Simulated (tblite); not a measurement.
# C2H12Ge2Si: the cost of one run

The runs use tblite 0.8.0 and PySCF 2.14.0, with density-fitted response routines of our own; the level of theory stands in each step. All values are computed, except where a source is named. Atoms count from 0, in the outputs and in this text.

## Step 1: Starting geometry

17 atoms, charge 0, multiplicity 1; geometry from: force field or distance geometry start.

Bonds of the start (Å): C0–C1 1.51, C1–Si2 1.85, Si2–Ge3 2.27, Ge3–Ge4 2.38, C0–H5 1.12, C0–H6 1.12, C0–H7 1.09, C1–H8 1.11, C1–H9 1.11, Si2–H10 1.48, Si2–H11 1.48, Ge3–H12 1.58, Ge3–H13 1.56, Ge4–H14 1.56, Ge4–H15 1.56, Ge4–H16 1.54.

## Step 2: Relaxing the molecule with GFN2-xTB

What the job is given:

```
{"job": {"kind": "relax", "xc": "GFN2-xTB", "basis": "xTB"}, "charge": 0, "multiplicity": 1}
C     -1.973700    -0.286900     0.944100
C     -1.925900    -0.032400    -0.541700
Si    -0.440700     0.931600    -1.085400
Ge     1.349200     0.855800     0.309700
Ge     2.647400    -1.132700     0.133900
H     -2.252700     0.621100     1.540200
H     -2.838000    -0.982200     1.111700
H     -1.073600    -0.763200     1.340400
H     -1.897800    -1.019600    -1.057300
H     -2.853900     0.526000    -0.797500
H     -0.081700     0.452000    -2.439700
H     -0.909200     2.330100    -1.257000
H      0.933000     1.100500     1.811500
H      2.293900     2.036300    -0.057800
H      2.782400    -1.630500    -1.336700
H      4.092700    -0.762500     0.590700
H      2.141600    -2.231300     1.080000
```

Launch:

```console
> OMP_NUM_THREADS=1 python probes_run.py task.json out
```

The driver reads the jobs from task.json and runs them one after another.

**Question.** How long does this first job take on 1 thread of Intel Xeon 6975P-C, shared host, and how much memory does it need?

About 1 s, with a peak of 0.18 GiB.
